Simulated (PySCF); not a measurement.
# CH5BN2 (SMILES NC1BN1) at r2SCAN/cc-pVDZ

What is the energy change on altering one bond length of CH5BN2 at r2SCAN/cc-pVDZ? The job is set up through a Python script.

The results are computed with PySCF 2.14.0.

1 further run of the same task is left out (set aside as unsound or not needed).

## Step 1: Starting point

CH5BN2: 9 atoms, total charge 0, spin state singlet. SMILES: `NC1BN1`. Geometry: relaxed at PBE0-D4/def2-TZVP. This is one conformer, not always the lowest.

Bond lengths: N1–C2 1.431 Å, C2–B3 1.561 Å, C2–N4 1.467 Å, B3–N4 1.341 Å, N1–H5 1.010 Å, N1–H6 1.010 Å, C2–H7 1.092 Å, B3–H8 1.184 Å, N4–H9 1.004 Å. Some angles: N1–C2–B3 121.1°, N1–C2–N4 117.3°, B3–C2–N4 52.5°, C2–B3–N4 60.2°, C2–N4–B3 67.4°, N1–C2–H7 115.1°, B3–C2–H7 121.0°, N4–C2–H7 113.6°, C2–N1–H5 112.4°, C2–N1–H6 112.7°.

## Step 2: The energy at r2SCAN/cc-pVDZ

Input file input.xyz:

```xyz
9

N      0.142900     1.194400    -0.640600
C     -0.364200    -0.077200    -0.222300
B      0.591200    -1.194100     0.303200
N     -0.130500    -0.469900     1.171500
H      0.784000     1.117400    -1.417000
H     -0.589900     1.842600    -0.892400
H     -1.366400    -0.317200    -0.582700
H      1.414200    -2.039000     0.194700
H     -0.392800    -0.103200     2.068300
```

Input file input.py:

```python
from pyscf import gto, dft

mol = gto.M(
    atom='input.xyz',
    max_memory=1860,
    verbose=4,
    basis='cc-pvdz',
    charge=0,
)

mf = dft.RKS(mol)
mf.xc = 'r2scan'
mf.grids.level = 5
mf.conv_tol = 1e-10
mf.kernel()
if not mf.converged:
    mf = mf.newton().run(mf.mo_coeff, mf.mo_occ)

e_tot = mf.e_tot
print('E(%s) = %.9f' % ('R2SCAN', e_tot))
```

Started as:

```
OMP_NUM_THREADS=1 python input.py
```

Output:

```text
PySCF version 2.14.0

[... 82 lines left out ...]
converged SCF energy = -175.335353009321
E(R2SCAN) = -175.335353009
```

Run time: 31 s. Hardware: 1 thread of Intel Xeon at 2.70GHz, shared host; peak memory 0.44 GiB.

## Step 3: The distorted shape, same level

Input file calc.py:

```python
from pyscf import gto, dft

mol = gto.Mole()
mol.atom = '''
N    0.362742   0.999938  -0.565059
C   -0.144358  -0.271662  -0.146759
B    0.811042  -1.388562   0.378741
N    0.089342  -0.664362   1.247041
H    1.003842   0.922938  -1.341459
H   -0.589900   1.842600  -0.892400
H   -1.146558  -0.511662  -0.507159
H    1.634042  -2.233462   0.270241
H   -0.172958  -0.297662   2.143841
'''
mol.basis = 'cc-pvdz'
mol.max_memory = 1860
mol.verbose = 3
mol.charge = 0
mol.spin = 0
mol.build()

mf = dft.RKS(mol, xc='r2scan')
mf.conv_tol = 1e-10
mf.grids.level = 5
mf.kernel()
if not mf.converged:
    mf = mf.newton().run(mf.mo_coeff, mf.mo_occ)

e_tot = mf.e_tot
print('E(%s) = %.9f' % ('R2SCAN', e_tot))
```

Started as:

```
OMP_NUM_THREADS=1 python calc.py
```

Output:

```text
converged SCF energy = -175.296565761794
E(R2SCAN) = -175.296565762
```

Run time: 29 s. Hardware: 1 thread of Intel Xeon at 2.70GHz, shared host; peak memory 0.45 GiB.

## Step 4: Summary of results

At r2SCAN/cc-pVDZ:

| quantity | value |
| --- | --- |
| first shape: total energy | -175.33535 Eh |
| first shape: dipole moment | 1.17 D |
| first shape: HOMO energy | -5.37 eV |
| first shape: LUMO energy | -0.02 eV |
| first shape: HOMO–LUMO gap | 5.35 eV |
| distorted shape: total energy | -175.29657 Eh |
| distorted shape: dipole moment | 1.03 D |
| distorted shape: HOMO energy | -5.32 eV |
| distorted shape: LUMO energy | -0.37 eV |
| distorted shape: HOMO–LUMO gap | 4.95 eV |
| energy change with the N1–H6 bond stretched from 1.010 to 1.313 Å | 1.055 eV |

What this shows: With the N1–H6 bond stretched from 1.010 to 1.313 Å the energy rises by 1.06 eV (102 kJ/mol). The first shape isn't relaxed at this level, so the change isn't measured from a minimum.
